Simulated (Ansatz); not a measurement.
**HPbNO4: band structure with BLYP**

HPbNO4:

```
CELL_PARAMETERS angstrom
6.85876 0.00000 -0.01491
0.00000 4.22865 0.00000
-3.37519 0.00000 7.28194
ATOMIC_POSITIONS crystal
H 0.22549 0.75000 0.50730
H 0.77451 0.25000 0.49270
Pb 0.30229 0.25000 0.28494
Pb 0.69771 0.75000 0.71506
N 0.21484 0.75000 0.83567
N 0.78516 0.25000 0.16433
O 0.33078 0.75000 0.45338
O 0.40909 0.75000 0.86901
O 0.15508 0.75000 0.96537
O 0.07083 0.75000 0.66955
O 0.66922 0.25000 0.54661
O 0.59091 0.25000 0.13099
O 0.84492 0.25000 0.03463
O 0.92917 0.25000 0.33045
```

The cell was built by a generator and needn't be a form met in nature.

* Program: Ansatz 0.2.0
* Task: band structure
* Functional: BLYP
* Potentials or basis: Ansatz PAW
* Cutoff: 420 eV (not typed: the program's choice for these potentials)
* k mesh: 5 × 6 × 4
* Occupations: fermi-dirac, width 0.05 eV
* Spin: no spin polarisation
* Path: [["G", "Y", "H", "C", "E", "M1", "A", "X", "H1"], ["M", "D", "Z"], ["Y", "D"]]
* Points for each segment of the path: 10

```json
{"Pressure": "2.0 GPa", "Largest force": "0.337 eV/Å", "Band gap on the k mesh": "3.07 eV, indirect (least direct gap 3.28 eV)", "Band gap along the path": "3.05 eV, indirect (least direct gap 3.28 eV)"}
```

Forces in eV/Å, atoms in the order of the input:
```
H    0.064  0.000 -0.051
H   -0.064  0.000  0.051
Pb   0.012  0.000 -0.159
Pb  -0.012  0.000  0.159
N    0.042  0.000  0.025
N   -0.042  0.000 -0.025
O   -0.174  0.000  0.056
O    0.298  0.000  0.085
O   -0.205  0.000  0.268
O   -0.080  0.000 -0.323
O    0.174  0.000 -0.056
O   -0.298  0.000 -0.085
O    0.205  0.000 -0.268
O    0.080  0.000  0.323
```

Stress tensor (GPa, compression positive):
```
2.36 0.00 0.16
0.00 1.31 0.00
0.16 0.00 2.30
```

Levels at the corners of the path, in eV from the valence-band top:
| point | band 41 | band 42 | band 43 | band 44 | band 45 | band 46 | band 47 | band 48 |
| --- | --- | --- | --- | --- | --- | --- | --- | --- |
| Γ | -1.26 | -0.34 | -0.34 | -0.06 | 3.22 | 3.87 | 4.25 | 4.25 |
| Y | -1.31 | -0.40 | -0.23 | -0.21 | 3.28 | 3.75 | 4.17 | 4.22 |
| H | -1.22 | -0.60 | -0.31 | -0.12 | 3.46 | 3.64 | 4.03 | 4.35 |
| C | -1.21 | -0.68 | -0.30 | 0.00 | 3.40 | 3.69 | 3.83 | 4.27 |
| E | -0.65 | -0.65 | -0.15 | -0.15 | 3.44 | 3.44 | 4.61 | 4.61 |
| M1 | -0.66 | -0.66 | -0.15 | -0.15 | 3.40 | 3.40 | 4.51 | 4.51 |
| A | -0.65 | -0.65 | -0.12 | -0.12 | 3.40 | 3.40 | 4.32 | 4.32 |
| X | -1.26 | -0.47 | -0.34 | -0.27 | 3.56 | 3.58 | 4.26 | 4.44 |
| H1 | -1.22 | -0.60 | -0.31 | -0.12 | 3.46 | 3.64 | 4.03 | 4.35 |
| M | -0.66 | -0.66 | -0.15 | -0.15 | 3.40 | 3.40 | 4.51 | 4.51 |
| D | -0.66 | -0.66 | -0.27 | -0.27 | 3.25 | 3.25 | 4.83 | 4.83 |
| Z | -0.60 | -0.60 | -0.29 | -0.29 | 3.28 | 3.28 | 4.72 | 4.72 |
| Y | -1.31 | -0.40 | -0.23 | -0.21 | 3.28 | 3.75 | 4.17 | 4.22 |
| D | -0.66 | -0.66 | -0.27 | -0.27 | 3.25 | 3.25 | 4.83 | 4.83 |

Run time: 19 s on 8 threads of Arm Neoverse V1, on a shared host, peak memory 1.6 GiB.

Caveat: the pressure holds a Pulay correction of +0.7 GPa for the finite cutoff; spin-orbit coupling is left out, which as a rule narrows the gap of such compounds by several tenths of an eV; the PAW data sets come from PBE, with cores solved anew for the run's functional, which leaves a small shift of forces and pressure.
